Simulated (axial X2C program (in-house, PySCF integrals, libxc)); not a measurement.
**A two-component session on AuSe: properties at the nuclei**

Aim: properties at the nuclei of AuSe, with spin–orbit coupling in the Hamiltonian from the start.

Computed with an in-house X2C program for linear molecules on PySCF integrals. Level: two-component X2C with atomic mean-field terms, Au dyall-cv3z, Se dyall-cv3z.

All values are calculated.

**1. The job**

Input file task.json:

```json
{"zs": [79, 34], "q": 0, "bas": ["dyall-cv3z", "dyall-cv3z"], "r0": 2.28, "levels": ["PBE0", "HF", "B3LYP", "LDA", "BHandHLYP"], "nst": 3}
```

Keys: zs atomic numbers; q charge; bas basis sets; r0 starting distance in Å; levels methods (HF also brings MP2); nst determinants followed.

Run with:

```console
$ python soeom.py task.json out
```

Nuclei are Gaussian, cores are contracted, and the Gaunt term is on.

**2. Expectation values, lowest determinant**

R = 2.302 Å. State: Ω = 3/2 (excess of +ω over −ω: ω = 3/2).

Output of the PBE0 run:

```text
two-component X2C + atomic mean field  PBE0
basis functions 280  fitting functions 1441  grid points 5800
iter        total energy     max residual
   1     -21444.390712398     5.94e+01
   2     -21445.863642392     2.12e+00
   3     -21445.903223706     6.95e-01
   4     -21445.906304692     5.79e-01
   5     -21445.910024387     1.18e-01
   6     -21445.910489214     8.33e-02
   7     -21445.911003254     5.19e-02
   8     -21445.911025552     8.68e-03
   9     -21445.911028577     2.11e-03
  10     -21445.911029157     2.24e-03
  11     -21445.911029313     2.92e-04
  12     -21445.911029321     2.21e-04
  13     -21445.911029325     3.01e-05
  14     -21445.911029326     4.66e-05
  15     -21445.911029327     2.00e-05
  16     -21445.911029327     1.45e-05
  17     -21445.911029327     2.69e-06
converged
one-electron -30657.94793346  Coulomb 9071.09848742  exact exchange -112.68753067  xc functional -345.25288344  nuclear repulsion 617.45003846  atomic mean-field constant -18.57120764
```

The highest occupied spinor is 77% Se p, 11% Au d, 8% Au p.

| level | Eeff magnitude (GV/cm) | Ws magnitude Au (kHz) | A∥/gI Au (MHz) | qzz Au (a.u.) | A∥/gI Se (MHz) | qzz Se (a.u.) | μ (D) |
| --- | --- | --- | --- | --- | --- | --- | --- |
| PBE0 | 0.652 | 0.174 | -295 | 2.42 | 402 | 2.89 | -2.24 |
| HF | 0.749 | 1.04 | -753 | -2.07 | 426 | 1.14 | -3.80 |
| B3LYP | 0.868 | 0.0272 | -207 | 3.01 | 416 | 3.24 | -1.94 |
| LDA | 1.09 | 0.103 | -126 | 4.41 | 404 | 3.87 | -1.60 |
| BHandHLYP | 0.772 | 0.0451 | -372 | 1.08 | 435 | 2.43 | -2.58 |

Eeff is the effective electric field on the electron dipole moment in this Ω state and Ws the scalar–pseudoscalar constant (defined with the proton number Z and per Ω); A∥ is the parallel hyperfine constant, which follows by multiplying with the nuclear g factor gI = μI/(I μN); qzz is the electric field gradient, eQq0 = 234.96 MHz × Q/barn × qzz; μ is positive if Se is the positive end. The operators were transformed with the bare-nucleus X2C matrices.

**3. Expectation values, a higher determinant**

R = 2.302 Å. State: Ω = 1/2 (excess of +ω over −ω: ω = 1/2), 0.31 eV above the lowest in the PBE0 search for states (made at or near this distance, with looser thresholds).

Output of the PBE0 run:

```text
two-component X2C + atomic mean field  PBE0
basis functions 280  fitting functions 1441  grid points 5800
iter        total energy     max residual
   1     -21444.379616336     5.93e+01
   2     -21445.852653161     2.11e+00
   3     -21445.892057630     6.88e-01
   4     -21445.895340989     5.67e-01
   5     -21445.898875500     1.15e-01
   6     -21445.899288936     7.36e-02
   7     -21445.899734269     4.93e-02
   8     -21445.899755161     8.36e-03
   9     -21445.899757818     1.75e-03
  10     -21445.899758291     2.02e-03
  11     -21445.899758437     2.88e-04
  12     -21445.899758449     2.38e-04
  13     -21445.899758457     1.11e-04
  14     -21445.899758460     9.10e-05
  15     -21445.899758461     2.88e-05
  16     -21445.899758461     1.60e-05
  17     -21445.899758461     1.74e-06
converged
one-electron -30657.92840633  Coulomb 9071.09136670  exact exchange -112.68832850  xc functional -345.25322115  nuclear repulsion 617.45003846  atomic mean-field constant -18.57120764
```

The highest occupied spinor is 76% Se p, 13% Au d, 7% Au p.

| level | Eeff magnitude (GV/cm) | Ws magnitude Au (kHz) | A∥/gI Au (MHz) | qzz Au (a.u.) | A∥/gI Se (MHz) | qzz Se (a.u.) | μ (D) |
| --- | --- | --- | --- | --- | --- | --- | --- |
| PBE0 | 3.86 | 6.13 | 1840 | 2.36 | 2320 | 2.61 | -2.28 |
| HF | 1.91 | 6.58 | 2820 | -2.17 | 2150 | 0.91 | -3.85 |
| B3LYP | 4.3 | 7.07 | 1620 | 2.96 | 2310 | 2.94 | -1.98 |
| LDA | 6.3 | 11.5 | 1670 | 4.42 | 2250 | 3.58 | -1.63 |
| BHandHLYP | 2.02 | 2.05 | 1870 | 1.00 | 2310 | 2.15 | -2.63 |

**4. Expectation values, a higher determinant**

R = 2.302 Å. State: Ω = 1/2 (excess of +ω over −ω: 2 × ω = -1/2, ω = 3/2), 1.73 eV above the lowest in the PBE0 search for states (made at or near this distance, with looser thresholds).

Output of the PBE0 run:

```text
two-component X2C + atomic mean field  PBE0
basis functions 280  fitting functions 1441  grid points 5800
iter        total energy     max residual
   1     -21444.301528388     5.84e+01
   2     -21445.789832121     3.06e+00
   3     -21445.838349043     1.64e+00
   4     -21445.846284302     6.06e-01
   5     -21445.847451626     1.94e-01
   6     -21445.847735306     6.16e-02
   7     -21445.848005959     1.73e-01
   8     -21445.848156689     3.20e-02
   9     -21445.848164209     2.69e-03
  10     -21445.848166374     6.84e-03
  11     -21445.848166757     1.54e-03
  12     -21445.848166828     6.43e-04
  13     -21445.848166845     3.97e-04
  14     -21445.848166848     1.72e-04
  15     -21445.848166849     6.36e-05
  16     -21445.848166850     5.34e-05
  17     -21445.848166850     5.70e-05
  18     -21445.848166850     2.34e-05
  19     -21445.848166850     5.66e-06
converged
one-electron -30655.56479970  Coulomb 9068.73611218  exact exchange -112.67729509  xc functional -345.22101506  nuclear repulsion 617.45003846  atomic mean-field constant -18.57120764
```

The highest occupied spinor is 44% Au s, 30% Au p, 17% Se p.

| level | Eeff magnitude (GV/cm) | Ws magnitude Au (kHz) | A∥/gI Au (MHz) | qzz Au (a.u.) | A∥/gI Se (MHz) | qzz Se (a.u.) | μ (D) |
| --- | --- | --- | --- | --- | --- | --- | --- |
| PBE0 | 104 | 229 | -14100 | -3.65 | -1660 | -4.55 | 2.16 |
| HF | 97.4 | 219 | -14700 | -7.71 | -1410 | -6.41 | 3.48 |
| B3LYP | 103 | 226 | -13300 | -2.91 | -1600 | -4.23 | 1.98 |
| LDA | 97.9 | 215 | -12800 | -1.79 | -1590 | -3.52 | 1.78 |
| BHandHLYP | 108 | 239 | -14700 | -4.68 | -1550 | -5.24 | 2.40 |

**5. Summary of results**

| quantity | value |
| --- | --- |
| lowest determinant | Ω = 3/2 (excess of +ω over −ω: ω = 3/2) |
| Eeff magnitude (GV/cm), PBE0 | 0.652 |
| Ws magnitude Au (kHz), PBE0 | 0.174 |
| A∥/gI Au (MHz), PBE0 | -295 |
| qzz Au (a.u.), PBE0 | 2.42 |
| higher determinant | Ω = 1/2 (excess of +ω over −ω: ω = 1/2) |
| Eeff magnitude (GV/cm), PBE0, higher determinant | 3.86 |
| Ws magnitude Au (kHz), PBE0, higher determinant | 6.13 |
| A∥/gI Au (MHz), PBE0, higher determinant | 1840 |
| qzz Au (a.u.), PBE0, higher determinant | 2.36 |
| higher determinant | Ω = 1/2 (excess of +ω over −ω: 2 × ω = -1/2, ω = 3/2) |
| Eeff magnitude (GV/cm), PBE0, higher determinant | 104 |
| Ws magnitude Au (kHz), PBE0, higher determinant | 229 |
| A∥/gI Au (MHz), PBE0, higher determinant | -14100 |
| qzz Au (a.u.), PBE0, higher determinant | -3.65 |

What this shows: In the first state, the effective field runs from 0.652 to 1.09 GV/cm over the mean-field levels. The expectation values come from single determinants, which for open shells can mix terms of unlike spin or miss the lowest Ω, so a determinant need not be a state. Eeff is the effective electric field on the electron dipole moment in this Ω state and Ws the scalar–pseudoscalar constant (defined with the proton number Z and per Ω); A∥ is the parallel hyperfine constant, which follows by multiplying with the nuclear g factor gI = μI/(I μN); qzz is the electric field gradient, eQq0 = 234.96 MHz × Q/barn × qzz; μ is positive if Se is the positive end. The operators were transformed with the bare-nucleus X2C matrices.
